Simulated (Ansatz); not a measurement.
# BH₅O₃Si: geometry optimisation

The task is to find a stationary geometry of BH₅O₃Si.

Computed with Ansatz 0.2.0, Gaussian basis. Level: RKS PBE0-D4/def2-TZVP.

Plan: relaxation at PBE0-D4/def2-TZVP.

1 further run of the same task is left out (set aside as unsound or not needed).

### 1 The starting structure

SMILES `OB(O)O[SiH3]`, 10 atoms, charge 0, spin multiplicity 1.

Atoms are counted from 1 here; the program's logs count them from 0.

Bond lengths: O1–B2 1.356 Å, O1–H6 0.957 Å, B2–O3 1.363 Å, B2–O4 1.343 Å, O3–H7 0.956 Å, O4–Si5 1.619 Å, Si5–H8 1.464 Å, Si5–H9 1.463 Å, Si5–H10 1.461 Å. Angles: B2–O1–H6 113.6°, O1–B2–O3 118.9°, O1–B2–O4 120.4°, O3–B2–O4 120.7°, B2–O3–H7 114.9°, B2–O4–Si5 143.2°, O4–Si5–H8 105.9°, O4–Si5–H9 101.6°, O4–Si5–H10 112.7°, H8–Si5–H9 112.8°, H8–Si5–H10 111.2°, H9–Si5–H10 112.0°.

As a file:

```
O    -0.4781    1.2758   -1.2550
B    -0.2917   -0.0436   -1.0036
O    -0.4960   -0.9416   -2.0080
O     0.0828   -0.4562    0.2179
Si    0.4870    0.0670    1.6959
H    -0.7522    1.4598   -2.1536
H    -0.3498   -1.8550   -1.7663
H     1.9507    0.0831    1.7299
H    -0.0890   -0.9756    2.5454
H    -0.0639    1.3863    1.9975
```

The start is a GFN2-xTB geometry.

### 2 Relaxation at PBE0-D4/def2-TZVP

The input, in.yaml:

```yaml
crystal:
  periodic: [false, false, false]
  atoms:
    - {symbol: O, position_ang: [-0.478060, 1.275840, -1.255040]}
    - {symbol: B, position_ang: [-0.291700, -0.043630, -1.003580]}
    - {symbol: O, position_ang: [-0.495970, -0.941620, -2.007970]}
    - {symbol: O, position_ang: [0.082830, -0.456180, 0.217880]}
    - {symbol: Si, position_ang: [0.486990, 0.066960, 1.695850]}
    - {symbol: H, position_ang: [-0.752160, 1.459770, -2.153620]}
    - {symbol: H, position_ang: [-0.349780, -1.855020, -1.766250]}
    - {symbol: H, position_ang: [1.950750, 0.083130, 1.729860]}
    - {symbol: H, position_ang: [-0.089010, -0.975610, 2.545410]}
    - {symbol: H, position_ang: [-0.063870, 1.386350, 1.997460]}
basis:
  gaussian: {orbitals: def2-TZVP}
hamiltonian: {xc: pbe0, dispersion: d4}
relax: {f_tol: 0.005, max_steps: 150}
```

Started as:

```bash
> ansatz run in.yaml --threads 2 --pin off --events-out ev --progress --plain --max-ram 32768MiB --backend cuda --devices 0, --max-vram 18GiB
```

Q: Predict the results of all the runs planned. Wanted: point group; shift from the start; total energy; dispersion term; dipole moment.

The runs gave:

| quantity | value |
| --- | --- |
| point group | Cs |
| steps | 21 |
| shift from the start (rms) | 0.428 Å |
| total energy | -14774.3177 eV |
| dispersion term | -152 meV |
| dipole moment | 0.80 D |

In words: The atoms moved 0.43 Å (rms) from the start; the bond that changed most is O4–Si5, from 1.619 to 1.653 Å. No vibrations were run, so it is not proven to be a minimum. The largest Mulliken charge, -0.44 e, sits on O3.
